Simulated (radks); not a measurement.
# Exchange and kinetic functionals tested on atomic densities: Ti¹¹⁺, In³⁺, Cs, K⁴⁺

Aim: take each self-consistent density and evaluate many functionals on it, against the exact exchange and kinetic energies of the same orbitals. Every spin shell is full or empty, so the densities are truly spherical.

Program: radks (a radial shooting solver on a logarithmic mesh, Libxc functionals) version 1. Level of theory: non-relativistic Kohn-Sham, r2SCAN, spin-polarised, spherical densities, point nucleus; open shells are filled with parallel spins first. These are calculated values, not measurements, unless marked.

### Step 1. Starting point

```
species : Ti¹¹⁺ ([Ne] 3s1), In³⁺ ([Kr] 4d10), Cs ([Xe] 6s1), K⁴⁺ ([Ne] 3s2 3p3)
```

### Step 2. Ti¹¹⁺, [Ne] 3s1

The run's settings:

```text
Z 22
configuration [Ne] 3s1
relativity non-relativistic
functional r2scan,r2scan
spin polarised
nucleus point
```

### Step 3. In³⁺, [Kr] 4d10

The run's settings:

```text
Z 49
configuration [Kr] 4d10
relativity non-relativistic
functional r2scan,r2scan
spin polarised
nucleus point
```

### Step 4. Cs, [Xe] 6s1

The run's settings:

```text
Z 55
configuration [Xe] 6s1
relativity non-relativistic
functional r2scan,r2scan
spin polarised
nucleus point
```

### Step 5. K⁴⁺, [Ne] 3s2 3p3

The run's settings:

```text
Z 19
configuration [Ne] 3s2 3p3
relativity non-relativistic
functional r2scan,r2scan
spin polarised
nucleus point
```

What does the calculation give? Wanted: for each run, error in magnitude; Ti¹¹⁺; In³⁺; Cs; K⁴⁺.

**Answer**, as computed:

```tsv
error in magnitude (%)	Ti¹¹⁺	In³⁺	Cs	K⁴⁺
exchange, LDA	-8.15	-4.96	-4.70	-7.75
exchange, PBE	-0.74	-0.48	-0.45	-0.58
exchange, PW86	+0.25	-0.24	-0.25	+0.39
exchange, WC	-1.77	-0.93	-0.85	-1.58
exchange, SOGGA	-3.71	-2.35	-2.23	-3.48
exchange, B86b	-0.11	-0.06	-0.04	+0.03
exchange, EV93	+1.07	-0.31	-0.39	+1.04
exchange, revTPSS	-0.63	-0.95	-0.95	-0.55
exchange, MVS	-0.34	+0.07	+0.06	-0.24
kinetic, Thomas-Fermi	-6.82	-5.31	-5.16	-7.02
kinetic, von Weizsacker	-41.03	-58.13	-59.70	-41.66
kinetic, TF + vW/5	+4.98	+3.07	+2.90	+4.65
kinetic, LC94	+0.40	+0.09	+0.06	+0.17
kinetic, revAPBEK	+0.85	+0.32	+0.27	+0.62
kinetic, Perdew 92	-0.25	-0.65	-0.67	-0.52
kinetic, PG1	+24.36	+15.25	+14.51	+23.54
kinetic, DePristo-Kress	+0.37	-0.07	-0.12	+0.09
kinetic, Ernzerhof	+0.44	-0.37	-0.42	+0.05
```

**Reading.** Negative means that the magnitude is too small. For exchange the mean absolute error is least for B86b (0.06 %) and largest for LDA (6.39 %). Among the orbital-free kinetic functionals DePristo-Kress (0.16 %) does best and von Weizsacker (50.13 %) worst. The functionals are evaluated on one density each, not self-consistently.
